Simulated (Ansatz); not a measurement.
# VC (quartet): from Hartree-Fock to the top rungs, def2-TZVPP

One table from this session's results is given with a row withheld; the runs are named, their logs left out.

Method: def2-TZVPP, core rule «outside noble gas», up to 10 orbitals frozen; program: Ansatz 0.2.0, Gaussian basis.

Plan: UHF; ROHF; CCSD(T) on UHF.

2 further runs of the same task are left out: 2 set aside as unsound or not needed.

**The system**

The geometry is a PBE0/def2-TZVP stationary point (not a proven minimum) of the parent state, kept for this charge and spin.

2 atoms, charge 0, spin multiplicity 4.

Atoms are counted from 1 here; the program's logs count them from 0.

Bond lengths: V1–C2 1.572 Å.

Set-up of the first run:

Contents of in.yaml:

```yaml
crystal:
  periodic: [false, false, false]
  atoms:
    - {symbol: V, position_ang: [0.000000, 0.000000, 0.000000]}
    - {symbol: C, position_ang: [0.000000, 0.000000, 1.571600]}
basis:
  gaussian: {orbitals: def2-TZVPP}
magnetization: {spin_polarized: true, initial_magnetization: 3}
hamiltonian: {xc: hf}
output: {orbitals: {seedname: orbitals}}
```

Run with:

```
> ansatz run in.yaml --threads 1 --pin off --events-out ev --progress --plain --max-ram 2560MiB --backend cpu
```

Steps of the session up to this table: UHF; ROHF; CCSD(T) on UHF.

One of the session's tables, all rows but one given; the rest of the session is left out.

| method | from UCCSD(T) (meV) |
| --- | --- |
| ROHF | +9436.3 |
| UHF | +7918.7 |
| UMP2 | ? |
| UCCSD | +569.4 |
| UCCSD(T) | 0 |

Estimate the missing values for UMP2.

As computed: from UCCSD(T) (meV): +2366.2. In the column «from UCCSD(T) (meV)» it lies between UCCSD (+569.4) and UHF (+7918.7).

To keep in mind: The determinant is far from a pure spin state, so its energy mixes those of several spin states (harmless only where they are near-degenerate, as at dissociation).
